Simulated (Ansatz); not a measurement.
Working through a displacement scan with seeded SCF runs of TiPt3, space group Pm-3m

With Ansatz 0.2.0, Python API.

Interactive session:
```pycon
>>> import ansatz as az
>>> from ase import Atoms
>>> import numpy as np
>>> SETTINGS = {
...     'functional': 'pbesol',
...     'smearing': 'Fermi-Dirac',
...     'mesh': (4, 4, 4),
... }
>>> atoms = Atoms(
...     ['Ti', 'Pt', 'Pt', 'Pt'],
...     scaled_positions=[
...         [0.0, 0.0, 0.0],
...         [0.0, 0.5, 0.5],
...         [0.5, 0.0, 0.5],
...         [0.5, 0.5, 0.0],
...     ],
...     cell=[
...         [3.897, 0.0, 0.0],
...         [0.0, 3.897, 0.0],
...         [0.0, 0.0, 3.897],
...     ],
...     pbc=True,
... )
>>> system = az.Crystal.from_ase(atoms)
>>> len(system.resolved().sites)
4
>>> start = np.array(system.resolved().sites[0].position)
>>> previous, rows = None, []
>>> for step in range(4):
...     target = start + step * 0.01 * np.eye(3)[2]
...     model = (
...         system.move(0, to=target).calculation()
...         .functional(SETTINGS['functional'])
...         .occupations(SETTINGS['smearing'], width=100 * az.meV)
...         .kpoints(mesh=SETTINGS['mesh'])
...         .forces()
...     )
...     session = model.session()
...     if previous is not None:
...         session.seed_next_step(previous)
...     previous = session.plan(retain='density').execute()
...     data = previous.report
...     rows.append((step, data['lagrangian_ev'], float(np.linalg.norm(data['forces_ev_ang'][0])), data['n_iterations'], data['n_symmetry_ops']))
...
DeckWarning: basis.ecutwfc = 420 eV, auto-derived from the records' recommended cutoffs: set by Ti (normal level)
True
True
True
>>> rows = [(row[0], 1000 * (row[1] - rows[0][1]), *row[2:]) for row in rows]
>>> print('          step          dE meV  force on it eV/A      iterations      operations')
          step          dE meV  force on it eV/A      iterations      operations
>>> for row in rows:
...     print(f'{str(row[0]):>14s}  {row[1]:14.3f}  {row[2]:16.4f}  {row[3]:14d}  {row[4]:14d}')
...
             0           0.000            0.0000               6              48
             1           3.943            0.2027               6               8
             2          15.835            0.4085               6               8
             3          35.857            0.6203               6               8
```

Caveats:
- The run is spin-unpolarised.
- The mesh is modest for a metal, so energies can be off by several to tens of meV an atom and pressures by half a GPa or more; differences at equal mesh fare better.
- Spin-orbit coupling, which matters for elements this heavy, is left out.
- The starting cell is as deposited in a crystallographic database; the results hold for this polymorph, which needn't be the stable one.
- Warnings are shown shortened and without file and line.
- The first step keeps the crystal's symmetry; the moved atom lowers it.
- Wall time of the script: 12 s on 1 thread of Arm Neoverse V2, with other jobs on the host, peak memory 0.39 GiB.

(Lines on the test bed's own set-up are left out of the output.)
